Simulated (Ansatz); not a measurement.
# GaHO+ (doublet): wave-function methods side by side, cc-pVDZ

Aim: climb from Hartree-Fock through coupled cluster for GaHO+ (doublet) at one geometry and basis, and see what each rung misses.

Computed with Ansatz 0.2.0, Gaussian basis. Level: cc-pVDZ, core rule «outside noble gas», up to 15 orbitals frozen.

The runs, in order: UHF; CCSD(T) on ROHF; CCSD(T) on UHF; BCCD(T) on ROHF; CISD; CCSDT(Q) on ROHF; CCSDT(Q) on UHF; CCSDTQ on ROHF; CCSDTQ on UHF.

10 further runs of the same task are left out: 7 for a known fault of the program, 3 set aside as unsound or not needed.

## Step 1: The system

The geometry is a PBE0/def2-TZVP stationary point (not a proven minimum) of the parent state, kept for this charge and spin. No spin-orbit coupling is included. The filled d shell of Ga may be among the frozen orbitals whatever the setting's name suggests; the logs give the count.

3 atoms, charge 1, spin multiplicity 2.

Atoms are counted from 1 here; the program's logs count them from 0.

Bond lengths: O1–Ga2 1.639 Å, Ga2–H3 1.524 Å. Angles: O1–Ga2–H3 180.0°.

As a file:

```xyz
3
charge 1, multiplicity 2
O     0.0000    0.0000    1.6006
Ga    0.0000    0.0000   -0.0384
H     0.0000    0.0000   -1.5622
```

## Step 2: UHF

in.yaml reads:

```yaml
crystal:
  periodic: [false, false, false]
  atoms:
    - {symbol: O, position_ang: [0.000000, 0.000000, 1.600600]}
    - {symbol: Ga, position_ang: [0.000000, 0.000000, -0.038400]}
    - {symbol: H, position_ang: [0.000000, 0.000000, -1.562200]}
basis:
  gaussian: {orbitals: cc-pVDZ}
total_charge: 1
magnetization: {spin_polarized: true, initial_magnetization: 1}
hamiltonian: {xc: hf}
output: {orbitals: {seedname: orbitals}}
```

On the command line:

```console
ansatz run in.yaml --threads 1 --pin off --events-out ev --progress --plain --max-ram 4096MiB --backend cpu
```

The runs that follow: CCSD(T) on ROHF; CCSD(T) on UHF; BCCD(T) on ROHF; CISD; CCSDT(Q) on ROHF; CCSDT(Q) on UHF; CCSDTQ on ROHF; CCSDTQ on UHF.

Q: Predict the results of all the runs planned. Wanted: UCCSDTQ below the RHF energy; RMP2 from UCCSDTQ; UMP2 from UCCSDTQ; RCCSD from UCCSDTQ; RCCSD(T) from UCCSDTQ; UCCSD(T) from UCCSDTQ; RCCSDT(Q) from UCCSDTQ; UCCSDT(Q) from UCCSDTQ; T1 diagnostic.

**Answer**, as computed:

| quantity | value |
| --- | --- |
| UCCSDTQ below the RHF energy | -5.7940 eV |
| RMP2 from UCCSDTQ | +687.5 meV |
| UMP2 from UCCSDTQ | +687.3 meV |
| RCCSD from UCCSDTQ | +145.0 meV |
| RCCSD(T) from UCCSDTQ | +30.7 meV |
| UCCSD(T) from UCCSDTQ | +30.1 meV |
| RCCSDT(Q) from UCCSDTQ | +2.0 meV |
| UCCSDT(Q) from UCCSDTQ | -1.0 meV |
| levels within 1 kcal/mol (43 meV) | RCCSD(T), UCCSD(T), BCCD(T), RCCSDT, UCCSDT, RCCSDT(Q), UCCSDT(Q), RCCSDTQ |
| T1 diagnostic | 0.022 |

RCCSD(T) misses by +30.7 meV, 0.5 % of the correlation energy. These misses are within one basis, not against nature; the frozen cores of restricted and unrestricted runs differ, which can shift their rows.
